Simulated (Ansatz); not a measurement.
**Cl₂FHSSn: basis-set convergence**

One table from this session's results is given with a row withheld; the runs are named, their logs left out.

The runs use Ansatz 0.2.0, Gaussian basis; one geometry, several basis sets.

The runs, in order: PBE0-D4/def2-SVP; ωB97M-V/def2-SVP; PBE0-D4/def2-QZVPP; ωB97M-V/def2-QZVPP; the functionals' def2-TZVPP values are taken from earlier runs.

## The geometry

An earlier PBE0-D4 in a triple-zeta def2 set relaxation fixed the geometry. Sn takes the def2 core potential; no spin-orbit term is included.

SMILES `[F][Sn]([SH])([Cl])[Cl]`, 6 atoms, charge 0, spin multiplicity 1.

Atoms are counted from 1 here; the program's logs count them from 0.

Bond lengths: F1–Sn2 1.900 Å, Sn2–S3 2.358 Å, Sn2–Cl4 2.288 Å, Sn2–Cl5 2.293 Å, S3–H6 1.346 Å. Angles: F1–Sn2–S3 110.9°, F1–Sn2–Cl4 106.1°, F1–Sn2–Cl5 104.2°, S3–Sn2–Cl4 110.7°, S3–Sn2–Cl5 113.4°, Cl4–Sn2–Cl5 111.1°, Sn2–S3–H6 91.4°.

As a file:

```xyz
6
charge 0, multiplicity 1
F    -1.88016    0.37979    0.70473
Sn   -0.32731   -0.05443   -0.30125
S     1.34142   -0.97942    1.08384
Cl   -0.99789   -1.56709   -1.88085
Cl    0.29013    1.93107   -1.26859
H     1.61590    0.22618    1.61592
```

Set-up of the first run:

Contents of in.yaml:

```yaml
crystal:
  periodic: [false, false, false]
  atoms:
    - {symbol: F, position_ang: [-1.880162, 0.379790, 0.704729]}
    - {symbol: Sn, position_ang: [-0.327308, -0.054434, -0.301247]}
    - {symbol: S, position_ang: [1.341423, -0.979420, 1.083838]}
    - {symbol: Cl, position_ang: [-0.997885, -1.567091, -1.880854]}
    - {symbol: Cl, position_ang: [0.290132, 1.931072, -1.268589]}
    - {symbol: H, position_ang: [1.615901, 0.226185, 1.615921]}
basis:
  gaussian: {orbitals: def2-SVP}
hamiltonian: {xc: pbe0, dispersion: d4}
output: {orbitals: {seedname: orbitals}}
```

Command:

```bash
$ ansatz run in.yaml --threads 4 --pin off --events-out ev --progress --plain --max-ram 10444MiB
```

Steps of the session up to this table: PBE0-D4 in def2-SVP; ωB97M-V in def2-SVP; PBE0-D4 in def2-QZVPP; ωB97M-V in def2-QZVPP.

One of the session's tables, all rows but one given; the rest of the session is left out.

It belongs to the step «Density functionals: the series». 

| functional | basis | HOMO (eV) | LUMO (eV) |
| --- | --- | --- | --- |
| PBE0-D4 | def2-SVP | -8.53 | -2.69 |
| PBE0-D4 | def2-TZVPP | -8.64 | -2.83 |
| PBE0-D4 | def2-QZVPP | -8.66 | -2.86 |
| ωB97M-V | def2-SVP | ? | ? |
| ωB97M-V | def2-TZVPP | -10.86 | -0.78 |
| ωB97M-V | def2-QZVPP | -10.89 | -0.88 |

**Question.** Estimate the row for ωB97M-V, def2-SVP.

**Answer.** HOMO (eV): -10.71; LUMO (eV): -0.54. In the column «HOMO (eV)» it lies between ωB97M-V, def2-TZVPP (-10.86) and PBE0-D4, def2-QZVPP (-8.66).
